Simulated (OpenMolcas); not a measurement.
**Fe⁴⁺ with 4 ligands (chloride): CASSCF levels and susceptibility**

Which state of Fe⁴⁺ lies lowest among these ligands, how large is the field, and what χT follows?

Program: OpenMolcas 26.06. Level of theory: state-averaged CASSCF, spin-orbit coupling by RASSI with atomic mean-field integrals. These are calculated values, not measurements, unless marked.

2 further runs of the same task are left out: 2 set aside as unsound or not needed.

## (1) The atom as given

| Quantity | Value |
| --- | --- |
| Species | Fe⁴⁺ (iron, Z = 26, 22 electrons) |
| Basis | ANO-RCC-VTZP [6s5p3d2f1g], 131 functions with the ligands |
| Scalar Hamiltonian | DKH2, point nucleus |
| Inactive shells | 1s 2s 2p 3s 3p of the metal, and all ligand shells |
| Active space | 4 electrons in 5 orbitals (3d) |
| Some configurations of this space | 3d4 |
| Orbitals | optimised for each spin and parity, averaged over all roots |

The outer shells:

3d4
```
3d [↑ ][↑ ][↑ ][↑ ][  ]
```

Fe⁴⁺ is taken with 4 ligands (chloride) in square coordination (D4h) at 2.12 Å. Ligand basis ANO-RCC-VDZP. The distances are assumed, not relaxed.

```xyz
5

Fe    0.0000    0.0000    0.0000
Cl    2.1200    0.0000    0.0000
Cl    0.0000    2.1200    0.0000
Cl   -2.1200    0.0000    0.0000
Cl    0.0000   -2.1200    0.0000
```

The work runs as a chain of OpenMolcas steps in one folder; each step below is one input file. Labels, J, g values, rates, χT and fits are worked out afterwards by a script from the matrices that RASSI stores.

## (2) Basis and integrals

The input, a.inp:

```
&GATEWAY
Coord
5

Fe 0.0 0.0 0.0
Cl 2.120000 0.000000 0.000000
Cl 0.000000 2.120000 0.000000
Cl -2.120000 0.000000 0.000000
Cl 0.000000 -2.120000 0.000000
Basis=Fe.ANO-RCC-VTZP,Cl.ANO-RCC-VDZP
Group=XYZ
NoMove
AngMom=0.0 0.0 0.0
AMFI
RICD
&SEWARD
```

Started as:

```sh
OMP_NUM_THREADS=1 MOLCAS_MEM=2457 MOLCAS_PROJECT=a pymolcas a.inp > a.log
```

## (3) CASSCF: quintets of even parity, 5 roots

The input, a.inp:

```
&RASSCF
FileOrb=start.orb
Symmetry=1
Spin=5
nActEl=4 0 0
Inactive=21 24
Ras2=5 0
CIRoot=5 5 1
SDav=5
CIMx=300
Iter=150 100
PrWF=0.3
OrbListing=Nothing
MaxOrb=0
LevShft=1.0
>>> COPY $Project.JobIph JOB001
```

start.orb holds start orbitals that the driver prepared beforehand, or those of the step before.

## (4) Reference wave functions, triplets of even parity, 45 roots

The input, a.inp:

```
&RASSCF
FileOrb=start.orb
Symmetry=1
Spin=3
nActEl=4 0 0
Inactive=21 24
Ras2=5 0
CIRoot=45 45 1
SDav=45
CIMx=300
Iter=150 100
PrWF=0.3
OrbListing=Nothing
MaxOrb=0
LevShft=1.0
>>> COPY $Project.JobIph JOB002
```

## (5) CASSCF: singlets of even parity, 50 roots

The input, a.inp:

```
&RASSCF
FileOrb=start.orb
Symmetry=1
Spin=1
nActEl=4 0 0
Inactive=21 24
Ras2=5 0
CIRoot=50 50 1
SDav=50
CIMx=300
Iter=150 100
PrWF=0.3
OrbListing=Nothing
MaxOrb=0
LevShft=1.0
>>> COPY $Project.JobIph JOB003
```

## (6) RASSI: spin-orbit coupling between the states

The input, a.inp:

```
&RASSI
NrOfJobIphs=3 5 45 50
1 2 3 4 5
1 2 3 4 5 6 7 8 9 10 11 12 13 14 15 16 17 18 19 20 21 22 23 24 25 26 27
28 29 30 31 32 33 34 35 36 37 38 39 40 41 42 43 44 45
1 2 3 4 5 6 7 8 9 10 11 12 13 14 15 16 17 18 19 20 21 22 23 24 25 26 27
28 29 30 31 32 33 34 35 36 37 38 39 40 41 42 43 44 45 46 47 48 49 50
IphNames
JOB001
JOB002
JOB003
EJob
SpinOrbit
DIPRint=1.0
SOCoupling=1000.0
Subsets=2
Property=9
'ANGMOM' 1 'ANGMOM' 2 'ANGMOM' 3 'MLTPL  1' 1 'MLTPL  1' 2 'MLTPL  1' 3
'AMFI' 1 'AMFI' 2 'AMFI' 3
SOProperty=3
'ANGMOM' 1 'ANGMOM' 2 'ANGMOM' 3
```

**Question.** What will these runs give? Wanted: spin-free ground state; first state of the same spin within the active space; lowest level; next level.

**Answer**, as computed:

```
                                            quantity                                value
                                              method                               CASSCF
                              spin-free ground state  quintet, 1-fold in its orbital part
first state of the same spin within the active space                quintet at 32900 cm⁻¹
                                        lowest level       2-fold E, g = 0.00, 0.00, 7.97
                                          next level                             9.1 cm⁻¹
                                         χT at 300 K                       3.00 cm³ K/mol
                           effective moment at 300 K                              4.90 μB
```

What this shows: The spin-free ground state (quintet) is 1-fold and keeps the highest spin of the shell. χT at 300 K is 3.00, against 3.01 cm³ K/mol for the spin alone; near agreement at one temperature doesn't show that the orbital moment is quenched. An active space of the d shell alone favours high spin; real ions in strong fields can be low spin. With metal d orbitals alone active, the gaps between spin states are rough; where two lie within a few thousand cm-1, their order is open. The bonds are covalent and no ligand orbital is active, so the numbers are rough.
